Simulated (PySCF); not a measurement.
# Ge2H7N: the cost of one run

The runs use PySCF 2.14.0, with density-fitted response routines of our own; the level of theory stands in each step. All values are computed, except where a source is named. Atoms count from 0, in the outputs and in this text.

### 1 The molecule as given

10 atoms, charge 0, multiplicity 1; geometry from: GFN2-xTB. The atoms were then displaced at random by about 0.01 Å, so the start is not that level's minimum.

Bonds of the start (Å): Ge0–N1 1.80, N1–Ge2 1.81, Ge0–H3 1.48, Ge0–H4 1.53, Ge0–H5 1.49, N1–H6 1.01, Ge2–H7 1.48, Ge2–H8 1.53, Ge2–H9 1.51.

### 2 Relaxing the molecule at PBE0-D3(BJ)/def2-SVP

What the job is given:

```
{"job": {"xc": "PBE0", "basis": "def2-SVP", "d3": "d3bj", "grid": 1, "shake": 0.01, "kind": "geom"}, "charge": 0, "multiplicity": 1}
Ge    -1.592560    -0.041990     0.002800
N      0.043460     0.715270    -0.058710
Ge     1.575290    -0.240040    -0.080850
H     -1.649590    -0.994130    -1.128040
H     -2.584160     1.103510    -0.194600
H     -1.912890    -0.724910     1.288520
H      0.130400     1.609380     0.412270
H      1.498300    -1.206120    -1.201850
H      1.843980    -0.985850     1.226150
H      2.698190     0.743950    -0.286750
```

Launch:

```bash
OMP_NUM_THREADS=1 python probes_run.py task.json out
```

The driver reads the jobs from task.json and runs them one after another.

Q: Estimate the wall time and peak memory of this first job on 1 thread of Arm Neoverse V1, shared host.

About 60 s, with a peak of 0.48 GiB.
